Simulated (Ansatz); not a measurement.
# BCl₃H₃P: basis-set convergence

How large a basis does BCl₃H₃P need? Two functionals are run in growing sets.

Program: Ansatz 0.2.0, Gaussian basis. Level of theory: one geometry, several basis sets. These are calculated values, not measurements.

Plan: PBE0-D4/def2-SVP; ωB97M-V/def2-SVP; PBE0-D4/def2-QZVPP; ωB97M-V/def2-QZVPP; the functionals' def2-TZVPP values are taken from earlier runs.

**1. Structure used throughout**

An earlier PBE0-D4 in a triple-zeta def2 set relaxation fixed the geometry.

SMILES `[PH3+][B-](Cl)(Cl)Cl`, 8 atoms, charge 0, spin multiplicity 1.

Atoms are counted from 1 here; the program's logs count them from 0.

Bond lengths: P1–B2 1.991 Å, P1–H6 1.405 Å, P1–H7 1.405 Å, P1–H8 1.405 Å, B2–Cl3 1.823 Å, B2–Cl4 1.823 Å, B2–Cl5 1.823 Å. Angles: B2–P1–H6 115.4°, B2–P1–H7 115.4°, B2–P1–H8 115.4°, H6–P1–H7 103.0°, H6–P1–H8 103.0°, H7–P1–H8 103.0°, P1–B2–Cl3 104.2°, P1–B2–Cl4 104.2°, P1–B2–Cl5 104.1°, Cl3–B2–Cl4 114.2°, Cl3–B2–Cl5 114.2°, Cl4–B2–Cl5 114.2°.

Geometry (Å):

```
P    -0.5287   -0.2620    0.7146
B     0.6197    0.2791   -0.8187
Cl    2.3075    0.2915   -0.1297
Cl    0.3320   -1.0149   -2.0704
Cl   -0.0096    1.9254   -1.2863
H    -0.4846    0.5912    1.8297
H    -0.2407   -1.5205    1.2686
H    -1.9031   -0.3468    0.4363
```

**2. PBE0-D4 in def2-SVP**

File in.yaml:

```yaml
crystal:
  periodic: [false, false, false]
  atoms:
    - {symbol: P, position_ang: [-0.528712, -0.262046, 0.714583]}
    - {symbol: B, position_ang: [0.619655, 0.279090, -0.818732]}
    - {symbol: Cl, position_ang: [2.307533, 0.291533, -0.129659]}
    - {symbol: Cl, position_ang: [0.331950, -1.014906, -2.070408]}
    - {symbol: Cl, position_ang: [-0.009649, 1.925360, -1.286338]}
    - {symbol: H, position_ang: [-0.484565, 0.591229, 1.829720]}
    - {symbol: H, position_ang: [-0.240715, -1.520519, 1.268622]}
    - {symbol: H, position_ang: [-1.903098, -0.346843, 0.436311]}
basis:
  gaussian: {orbitals: def2-SVP}
hamiltonian: {xc: pbe0, dispersion: d4}
output: {orbitals: {seedname: orbitals}}
```

Started as:

```
$ ansatz run in.yaml --threads 4 --pin off --events-out ev --progress --plain --max-ram 10444MiB
```

Further steps of the session: ωB97M-V in def2-SVP; PBE0-D4 in def2-QZVPP; ωB97M-V in def2-QZVPP.

Before running them: what should the planned runs give, taken together? Wanted: PBE0-D4: double and triple zeta above quadruple; ωB97M-V: double and triple zeta above quadruple.

The runs gave:

```
                                       quantity           value
PBE0-D4: double and triple zeta above quadruple  18.19, 1.44 eV
ωB97M-V: double and triple zeta above quadruple  18.02, 1.36 eV
```

What this shows: PBE0-D4 gains 16.76 eV from double to triple zeta, then 1.44 eV more. These are total energies; as a rule much of such shifts cancels in differences, which this series doesn't test. The LUMO of ωB97M-V is positive and keeps falling with the basis (1.98 to 0.98 eV): an unbound level that the basis holds in place.
